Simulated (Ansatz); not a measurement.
**CH₄O₃Si: up Jacob's ladder to CCSD(T)**

Aim: compute CH₄O₃Si with functionals from several rungs and with coupled cluster. The yardstick is the atomisation energy at the CCSD(T) limit.

Method: functionals in def2-TZVPP, the program's frozen cores in correlated methods; program: Ansatz 0.2.0, Gaussian basis.

Levels to be run: LDA (SPW92), PBE-D4, revPBE-D4, BLYP-D4, r2SCAN-D4, B97M-V, PBE0-D4, B3LYP-D4, r2SCANh-D4, r2SCAN0-D4, HSE06-D4, BHLYP-D4, CAM-B3LYP-D4, LC-ωPBE, ωB97X-V, ωB97M-V, B2PLYP, PBE-QIDH; CCSD(T)/def2-SVP; CCSD(T)/def2-TZVPP; MP2/def2-QZVPP; extrapolation to the limit; RPA on PBE.

## 1. The geometry

All runs share one geometry, relaxed beforehand with PBE0-D4 in a triple-zeta def2 set.

9 atoms, charge 0, spin multiplicity 1.

Atoms are counted from 1 here; the program's logs count them from 0.

Bond lengths: O1–C2 1.204 Å, C2–O3 1.331 Å, C2–O4 1.322 Å, O3–H6 0.965 Å, O4–Si5 1.693 Å, Si5–H7 1.479 Å, Si5–H8 1.479 Å, Si5–H9 1.479 Å. Angles: O1–C2–O3 124.9°, O1–C2–O4 124.8°, O3–C2–O4 110.3°, C2–O3–H6 106.4°, C2–O4–Si5 117.1°, O4–Si5–H7 110.1°, O4–Si5–H8 102.7°, O4–Si5–H9 110.1°, H7–Si5–H8 111.0°, H7–Si5–H9 111.7°, H8–Si5–H9 111.0°.

## 2. LDA

This LDA is Slater exchange with PW92 correlation.

in.yaml reads:

```yaml
crystal:
  periodic: [false, false, false]
  atoms:
    - {symbol: O, position_ang: [0.945203, -1.131083, 0.643707]}
    - {symbol: C, position_ang: [1.059045, 0.001614, 0.250573]}
    - {symbol: O, position_ang: [2.189858, 0.703331, 0.264894]}
    - {symbol: O, position_ang: [0.076974, 0.726537, -0.257611]}
    - {symbol: Si, position_ang: [-1.448055, -0.001526, -0.357682]}
    - {symbol: H, position_ang: [2.864378, 0.126176, 0.643544]}
    - {symbol: H, position_ang: [-1.388499, -1.184284, -1.242932]}
    - {symbol: H, position_ang: [-2.278434, 1.065948, -0.956040]}
    - {symbol: H, position_ang: [-1.932071, -0.353110, 0.994445]}
basis:
  gaussian: {orbitals: def2-TZVPP}
hamiltonian: {xc: lda}
output: {orbitals: {seedname: orbitals}}
```

On the command line:

```bash
ansatz run in.yaml --threads 2 --pin off --events-out ev --progress --plain --max-ram 4352MiB
```

The runs that follow: PBE-D4 (GGA); revPBE-D4 (GGA); BLYP-D4 (GGA); r2SCAN-D4 (meta-GGA); B97M-V (meta-GGA); B3LYP-D4 (hybrid); r2SCANh-D4 (hybrid); r2SCAN0-D4 (hybrid); HSE06-D4 (hybrid); BHLYP-D4 (hybrid); CAM-B3LYP-D4 (range-separated); LC-ωPBE (range-separated); ωB97X-V (range-separated); ωB97M-V (range-separated); B2PLYP (double hybrid); PBE-QIDH (double hybrid); CCSD(T) in def2-SVP; CCSD(T) in def2-TZVPP; MP2 in def2-QZVPP; RPA on PBE orbitals.

**Question.** What will the summary of the whole plan be? Wanted: atomisation energy, CCSD(T)/CBS; farthest beyond LDA; mean size of error, GGA; mean size of error, meta-GGA; mean size of error, hybrid; mean size of error, range-separated; mean size of error, double hybrid; gap, smallest and largest; T1 diagnostic.

The runs gave:

| quantity | value |
| --- | --- |
| atomisation energy, CCSD(T)/CBS | 3554.8 kJ/mol |
| functionals within 17.8 kJ/mol (0.5 %) | BLYP-D4, r2SCAN-D4, B97M-V, CAM-B3LYP-D4, LC-ωPBE, ωB97X-V, ωB97M-V |
| farthest beyond LDA | BHLYP-D4 (-174.6 kJ/mol) |
| mean size of error, GGA | 40.1 kJ/mol |
| mean size of error, meta-GGA | 7.7 kJ/mol |
| mean size of error, hybrid | 58.7 kJ/mol |
| mean size of error, range-separated | 12.0 kJ/mol |
| mean size of error, double hybrid | 46.8 kJ/mol |
| gap, smallest and largest | 6.05 eV (LDA (SPW92)), 13.73 eV (LC-ωPBE) |
| T1 diagnostic | 0.0143 |
| triples share of the correlation energy | 3.8 % |

LDA overbinds by 612.6 kJ/mol (17 %). PBE-D4 misses by +88.3 kJ/mol. Double hybrids carry the basis error of their MP2 part in triple zeta, and no dispersion term here, so their miss is partly the set-up's. The rungs meta-GGA, range-separated miss on average by less than the doubt on the reference (17.8 kJ/mol), so they tie. The reference freezes the cores and leaves out relativity and excitations past (T), so misses under about 17.8 kJ/mol can't be ranked. Hartree-Fock recovers 69 % of the binding; the rest is correlation. CCSD(T) in def2-SVP is off by -225.9 kJ/mol, so the small basis spoils what the method gains. Orbital gaps span 6.0 to 13.7 eV; exact exchange widens them.
